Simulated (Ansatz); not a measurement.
# ZrHO+ (quintet): from Hartree-Fock to the top rungs, def2-TZVPP

An exercise on one series of results from a longer session: the logs are not shown, and one member is left open.

Computed with Ansatz 0.2.0, Gaussian basis. Level: def2-TZVPP, core rule «outside noble gas», up to 5 orbitals frozen.

To be run: UHF; ROHF; CCSD(T) on UHF.

### The geometry

The geometry is a PBE0/def2-TZVP stationary point (not a proven minimum) of the parent state, kept for this charge and spin. No spin-orbit coupling is included. Elements past krypton take def2 core potentials.

3 atoms, charge 1, spin multiplicity 5.

Atoms are counted from 1 here; the program's logs count them from 0.

Bond lengths: Zr1–O2 1.794 Å, Zr1–H3 2.024 Å. Angles: O2–Zr1–H3 157.5°.

Set-up of the first run:

The input, in.yaml:

```yaml
crystal:
  periodic: [false, false, false]
  atoms:
    - {symbol: Zr, position_ang: [0.000000, -0.023129, 0.246823]}
    - {symbol: O, position_ang: [0.000000, 0.092157, -1.543566]}
    - {symbol: H, position_ang: [0.000000, 0.630453, 2.162781]}
basis:
  gaussian: {orbitals: def2-TZVPP}
total_charge: 1
magnetization: {spin_polarized: true, initial_magnetization: 4}
hamiltonian: {xc: hf}
output: {orbitals: {seedname: orbitals}}
```

The run is started by

```console
> ansatz run in.yaml --threads 1 --pin off --events-out ev --progress --plain --max-ram 3968MiB --backend cpu
```

Among the steps run: UHF; ROHF; CCSD(T) on UHF.

One table of the session follows, with a row left open; its other results are not shown here.

| method | from UCCSD(T) (kcal/mol) |
| --- | --- |
| ROHF | ? |
| UHF | +159.59 |
| UMP2 | +14.49 |
| UCCSD | +6.45 |
| UCCSD(T) | 0 |

Estimate the missing values for ROHF.

As computed: from UCCSD(T) (kcal/mol): +164.47. In the column «from UCCSD(T) (kcal/mol)» it is the highest.
